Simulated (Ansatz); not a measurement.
Here is an Ansatz input file for C₃H₇FOSe, SMILES CC[Se](=O)CF. Write the same calculation for the Python package.

```yaml
crystal:
  periodic: [false, false, false]
  atoms:
    - { symbol: C, position_ang: [-2.0676, 0.1343, 0.0192] }
    - { symbol: C, position_ang: [-0.6181, -0.1323, 0.3954] }
    - { symbol: Se, position_ang: [0.516, -0.0463, -1.197] }
    - { symbol: O, position_ang: [0.6995, 1.5834, -1.0434] }
    - { symbol: C, position_ang: [2.1515, -0.3905, -0.1815] }
    - { symbol: F, position_ang: [2.282, 0.4936, 0.8745] }
    - { symbol: H, position_ang: [-2.1676, 1.1505, -0.4173] }
    - { symbol: H, position_ang: [-2.7069, 0.0684, 0.9246] }
    - { symbol: H, position_ang: [-2.414, -0.6183, -0.7203] }
    - { symbol: H, position_ang: [-0.2914, 0.6135, 1.1512] }
    - { symbol: H, position_ang: [-0.5367, -1.1467, 0.84] }
    - { symbol: H, position_ang: [2.1278, -1.4282, 0.2103] }
    - { symbol: H, position_ang: [3.0255, -0.2813, -0.8559] }
basis:
  gaussian: { orbitals: "6-31G*" }
hamiltonian:
  xc: { name: wB97M-V }
output:
  forces: true
```

The program run on that file:
```console
$ ansatz run input.yaml --threads 1 --pin off --max-ram 4096MiB --backend cpu --events-out ev --progress --plain --runs-dir out
Engine: ansatz 0.2.0, x86_64-unknown-linux-gnu
Functional definition: wB97M-V
  parameter omega = 0.3/bohr
  parameter cx = 0.15
  parameter cx01 = 1.007
  parameter cx10 = 0.259
  parameter css00 = 0.443
  parameter css04 = -1.437
  parameter css10 = -4.535
  parameter css20 = -3.390
  parameter css43 = 4.278
  parameter cos00 = 1.000
  parameter cos10 = 1.358
  parameter cos20 = 2.924
  parameter cos21 = -8.812
  parameter cos60 = -1.390
  parameter cos61 = 9.142
  parameter b = 6.0
  parameter c = 0.01
  gx(w, u) = 1 - cx + cx01*u + cx10*w
  gss(w, u) = css00 + css04*u^4 + css10*w + css20*w^2 + css43*w^4*u^3
  gos(w, u) = cos00 + cos10*w + (cos20 + cos21*u)*w^2 + (cos60 + cos61*u)*w^6
  exchange = spin_sum(e_x_unif_sr(omega)*gx(b97_w, b97_u_x)) + cx*exact_x_sr(omega) + exact_x_lr(omega)
  correlation = spin_sum(e_c_pw_mod_same_spin*gss(b97_w, b97_u_same))
      + integral(e_c_pw_mod_opposite_spin*gos(b97_w_opposite, b97_u_opposite)) + vv10(b, c)
1238 factors; integrals over basis functions are off by at most 6.5e-4 eV
289 factors; integrals over basis functions are off by at most 3.5e-6 eV
mean field evaluation 1: about -73313.0177 eV, gradient 6.3e1 eV
mean field evaluation 2: about -73299.3309 eV, gradient 1.1e2 eV
mean field evaluation 4: about -73320.8740 eV, gradient 4.6e0 eV
mean field evaluation 8: about -73321.0663 eV, gradient 2.7e-1 eV
mean field evaluation 16: about -73321.0668 eV, gradient 7.1e-4 eV
mean field -73321.06677893 eV, -2694.4995053215 hartree, gradient 4.8e-5 eV, S^2 0.000000; 0 other end points of the search recorded, 0 dependent functions left out
the calculation of the forces begins
reference -73321.06681260 eV, -2694.4995065589 hartree; 38, 38 occupied and 86, 86 virtual orbitals, 1238 factors
Total energy: -73321.06681260 eV, -2694.4995065589 hartree
Atom 0 at    -2.067600     0.134300     0.019200 Å, force    -0.335152     0.100590    -0.303772 eV/Å
Atom 1 at    -0.618100    -0.132300     0.395400 Å, force    -0.541800    -1.294362     0.912383 eV/Å
Atom 2 at     0.516000    -0.046300    -1.197000 Å, force     0.228310     1.137856     1.760798 eV/Å
Atom 3 at     0.699500     1.583400    -1.043400 Å, force    -0.188839     1.349716    -1.438991 eV/Å
Atom 4 at     2.151500    -0.390500    -0.181500 Å, force     1.057528    -1.193129     0.605206 eV/Å
Atom 5 at     2.282000     0.493600     0.874500 Å, force    -0.455102    -0.490184    -0.831274 eV/Å
Atom 6 at    -2.167600     1.150500    -0.417300 Å, force    -0.005497    -0.507201     0.190517 eV/Å
Atom 7 at    -2.706900     0.068400     0.924600 Å, force     0.232980     0.057715    -0.492071 eV/Å
Atom 8 at    -2.414000    -0.618300    -0.720300 Å, force    -0.059621     0.400210     0.335117 eV/Å
Atom 9 at    -0.291400     0.613500     1.151200 Å, force     0.461201    -0.346855    -0.847849 eV/Å
Atom 10 at    -0.536700    -1.146700     0.840000 Å, force    -0.018116     0.331279    -0.072143 eV/Å
Atom 11 at     2.127800    -1.428200     0.210300 Å, force     0.122688     0.354266    -0.026831 eV/Å
Atom 12 at     3.025500    -0.281300    -0.855900 Å, force    -0.498581     0.100098     0.208910 eV/Å
Dipole moment:    -0.153305    -0.935954     0.014704 e Å
```

The cells in order, each with its output:

**Cell 1**
```python
import ansatz as az
import numpy as np
```

**Cell 2**
```python
BASIS = "6-31G*"
```

**Cell 3**
```python
molecule = (
    az.Crystal.molecule()
    .atom("C", (-2.0676, 0.1343, 0.0192))
    .atom("C", (-0.6181, -0.1323, 0.3954))
    .atom("Se", (0.516, -0.0463, -1.197))
    .atom("O", (0.6995, 1.5834, -1.0434))
    .atom("C", (2.1515, -0.3905, -0.1815))
    .atom("F", (2.282, 0.4936, 0.8745))
    .atom("H", (-2.1676, 1.1505, -0.4173))
    .atom("H", (-2.7069, 0.0684, 0.9246))
    .atom("H", (-2.414, -0.6183, -0.7203))
    .atom("H", (-0.2914, 0.6135, 1.1512))
    .atom("H", (-0.5367, -1.1467, 0.84))
    .atom("H", (2.1278, -1.4282, 0.2103))
    .atom("H", (3.0255, -0.2813, -0.8559))
)

model = (
    molecule.calculation()
    .basis(gaussian=BASIS)
    .functional(az.LibraryFunctional("wB97M-V"))
    .forces()
)
trace = []
out = model.session().plan().execute(on_event=trace.append)
r = out.report
```

**Cell 4**
```python
r["mean_field"]["state"]["spin_squared"]
```
Output:
```text
-4.973799150320701e-14
```

**Cell 5**
```python
r["positions_ang"]
```
Output:
```text
[[-2.0676, 0.1343, 0.0192], [-0.6181, -0.1323, 0.3954], [0.516, -0.0463, -1.197],
 [0.6995, 1.5834, -1.0434], [2.1515, -0.3905, -0.1815], [2.282, 0.4936, 0.8745],
 [-2.1676, 1.1505, -0.4173], [-2.7069, 0.0684, 0.9246], [-2.414, -0.6183, -0.7203],
 [-0.2914, 0.6135, 1.1512], [-0.5367, -1.1467, 0.84], [2.1278, -1.4282, 0.2103],
 [3.0255, -0.2813, -0.8559]]
```

**Cell 6**
```python
for event in trace:
    if event["event"] == "mean_field_evaluation" and event["data"]["evaluation"] <= 25:
        print("pass {evaluation:3d}  E = {energy_ev:.6f} eV  gradient {gradient_ev:.1e}".format(**event["data"]))
```
Output:
```text
pass   1  E = -73313.017708 eV  gradient 6.3e+01
pass   2  E = -73299.330903 eV  gradient 1.1e+02
pass   3  E = -73320.608508 eV  gradient 1.2e+01
pass   4  E = -73320.874022 eV  gradient 4.6e+00
pass   5  E = -73320.918537 eV  gradient 9.3e-01
pass   6  E = -73320.918957 eV  gradient 9.3e-01
pass   7  E = -73321.063604 eV  gradient 1.0e+00
pass   8  E = -73321.066328 eV  gradient 2.7e-01
pass   9  E = -73321.066706 eV  gradient 1.0e-01
pass  10  E = -73321.066760 eV  gradient 4.6e-02
pass  11  E = -73321.066763 eV  gradient 4.6e-02
pass  12  E = -73321.066777 eV  gradient 1.8e-02
pass  13  E = -73321.066779 eV  gradient 4.7e-03
pass  14  E = -73321.066779 eV  gradient 4.7e-03
pass  15  E = -73321.066779 eV  gradient 1.6e-03
pass  16  E = -73321.066779 eV  gradient 7.1e-04
pass  17  E = -73321.066779 eV  gradient 2.3e-04
pass  18  E = -73321.066779 eV  gradient 2.3e-04
pass  19  E = -73321.066779 eV  gradient 9.3e-05
pass  20  E = -73321.066779 eV  gradient 4.8e-05
pass  21  E = -73321.066779 eV  gradient 4.8e-05
pass  22  E = -73321.066779 eV  gradient 4.8e-05
```

**Cell 7**
```python
print(f"E = {r['free_energy_ev']:.6f} eV = {r['free_energy_ev'] / 27.211386246:.7f} Ha")
print("converged:", r["converged"], " doubts:", r["published_state_doubts"] or "none")
```
Output:
```text
E = -73321.066813 eV = -2694.4995066 Ha
converged: True  doubts: none
```

**Cell 8**
```python
field = r["mean_field"]
print("<S^2> =", round(abs(field["state"]["spin_squared"]), 4), " relativity:", field["relativity"])
print("passes:", field["passes"])
if "symmetry" in field:
    print("occupied orbitals by irrep:", field["symmetry"]["occupied"])
```
Output:
```text
<S^2> = 0.0  relativity: none
passes: {'evaluations': 18, 'products': 16}
occupied orbitals by irrep: [{'A': 38}, {'A': 38}]
```

**Cell 9**
```python
symbols = [site.symbol for site in molecule.cartesian_sites]
forces = np.array(r["forces_ev_ang"])
print("largest force", round(float(np.linalg.norm(forces, axis=1).max()), 4), "eV/A, rms", round(float(np.sqrt((forces ** 2).mean())), 4))
```
Output:
```text
largest force 2.1089 eV/A, rms 0.6778
```

**Cell 10**
```python
charges = r["charge_distribution"]
dipole = np.array(charges["dipole_moment_e_ang"]) * 4.803205
print("dipole (D): {:.3f} {:.3f} {:.3f}, length {:.3f}".format(*dipole, np.linalg.norm(dipole)))
print("atom  Mulliken   Lowdin")
for symbol, m, l in zip(symbols, charges["mulliken_charges_e"], charges["lowdin_charges_e"]):
    print(f"{symbol:4s} {m:9.3f} {l:8.3f}")
```
Output:
```text
dipole (D): -0.736 -4.496 0.071, length 4.556
atom  Mulliken   Lowdin
C       -0.470   -0.330
C       -0.394   -0.340
Se       0.647    0.446
O       -0.638   -0.451
C       -0.071   -0.226
F       -0.279   -0.028
H        0.190    0.141
H        0.166    0.125
H        0.152    0.124
H        0.218    0.162
H        0.151    0.131
H        0.149    0.116
H        0.179    0.131
```

Notes:
- These settings explore the input space; basis and method may be short of convergence.
- The geometry is a force-field or estimated start, not a minimum of this method, and the basis set is short of its limit.
- The Löwdin charges here are taken after orthogonalising the functions within each atom; they differ from plain Löwdin charges, and their signs can be unphysical.
- Early passes use coarser integrals and grids, so their energies can't be compared with the last.
- Run time: 29 s on 1 thread of Intel(R) Xeon(R) 6975P-C (Granite Rapids) (shared host), peak memory 0.51 GiB.

(Lines on the test bed's own set-up are left out of the output.)
